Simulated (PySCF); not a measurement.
**SiSI₂: a ladder of methods**

How much do the numbers for SiSI₂ (singlet) hang on the method? All levels run at one geometry, the PBE0 minimum.

Method: several methods, basis Si def2-SVP, S def2-SVP, I def2-SVP with ECP28, scalar-relativistic core potentials, no spin–orbit coupling, density fitting; program: PySCF 2.14.0.

### Step 1. Starting geometry

4 atoms, charge 0, spin multiplicity 1.

Bond lengths: Si1–S2 1.943 Å, Si1–I3 2.421 Å, Si1–I4 2.421 Å. Angles: S2–Si1–I3 125.5°, S2–Si1–I4 125.5°, I3–Si1–I4 109.0°.

Z-matrix (Å, degrees; charge 0 multiplicity 1):
```
Si
S  1 1.9435
I  1 2.4206 2 125.49
I  1 2.4206 2 125.49 3 180.00
```

### Step 2. PBE0

The steps are one call of a driver around PySCF; scf.py gives each level's set-up. Each SCF starts from the density of the minimum. The driver also runs the species with one electron less or more at the same geometry (one less: multiplicity 2, one more: multiplicity 2); their logs are not shown.

Input file scf.py:

```python
from pyscf import gto, scf, dft
mol = gto.M(atom='''
Si    -0.469198    -0.812679     0.000000
S     -1.440939    -2.495793     0.000000
I      1.940302    -0.581192     0.000000
I     -1.473485     1.389748    -0.000000''',
    basis={'Si': 'def2-SVP', 'S': 'def2-SVP', 'I': 'def2-SVP'},
    ecp={'I': 'def2-SVP'},
    charge=0, spin=0)
mf = dft.RKS(mol, xc='PBE0')
mf.grids.atom_grid = (99, 590)
aux = {'Si': 'def2-universal-JKFIT', 'S': 'def2-universal-JKFIT', 'I': 'def2-universal-JKFIT'}
mf = mf.density_fit(auxbasis=aux)
mf.kernel()
```

### Step 3. HF

Edit scf.py of step 2 so:

```diff
@@ -10,2 +10 @@
-mf = dft.RKS(mol, xc='PBE0')
-mf.grids.atom_grid = (99, 590)
+mf = scf.RHF(mol)
```

### Step 4. PBE

Edit scf.py of step 3 so:

```diff
@@ -10 +10,2 @@
-mf = scf.RHF(mol)
+mf = dft.RKS(mol, xc='PBE')
+mf.grids.atom_grid = (99, 590)
```

### Step 5. CCSD(T)

Edit scf.py of step 4 so:

```diff
@@ -10,2 +10 @@
-mf = dft.RKS(mol, xc='PBE')
-mf.grids.atom_grid = (99, 590)
+mf = scf.RHF(mol)
@@ -14,0 +14,3 @@
+from pyscf import cc
+mycc = cc.CCSD(mf, frozen=18).run()
+mycc.ccsd_t()
```

### Step 6. r2SCAN

Edit scf.py of step 5 so:

```diff
@@ -10 +10,2 @@
-mf = scf.RHF(mol)
+mf = dft.RKS(mol, xc='R2SCAN')
+mf.grids.atom_grid = (99, 590)
@@ -14,3 +14,0 @@
-from pyscf import cc
-mycc = cc.CCSD(mf, frozen=18).run()
-mycc.ccsd_t()
```

(Steps that only read results are left out.)

Q: Predict the outcome of this session. Wanted: atomisation energy, range; vertical ionisation energy, CCSD(T); vertical electron affinity, range; orbital gap, range; T1, D1; T1, D1 of the cation.

**Answer**, as computed:

| quantity | value |
| --- | --- |
| atomisation energy, range | 576 (HF) to 1023 (PBE) kJ/mol |
| vertical ionisation energy, CCSD(T) | 8.97 eV |
| vertical electron affinity, range | 0.10 (HF) to 0.90 (PBE0) eV |
| orbital gap, range | 2.91 (PBE) to 10.44 (HF) eV |
| T1, D1 | 0.012, 0.062 |
| T1, D1 of the cation | 0.020, 0.150 |

In words: The atomisation energy spreads over 447 kJ/mol, from HF to PBE; without a CCSD(T) value for it there is no yardstick here. For the vertical ionisation energy, PBE comes nearest to CCSD(T) (-0.08 eV) and HF is farthest (-0.64 eV). In so small a basis CCSD(T) is itself short of its limit. CCSD(T) took 2.4 min, about 5 times as long as PBE (29 s), which misses it by 0.08 eV. PBE's −ε(HOMO), 6.2 eV, falls 2.8 eV short of the ionisation energy, while its energy difference gives 8.9 eV. Without diffuse functions electron affinities tend to come out too low.  Spin–orbit coupling is left out.
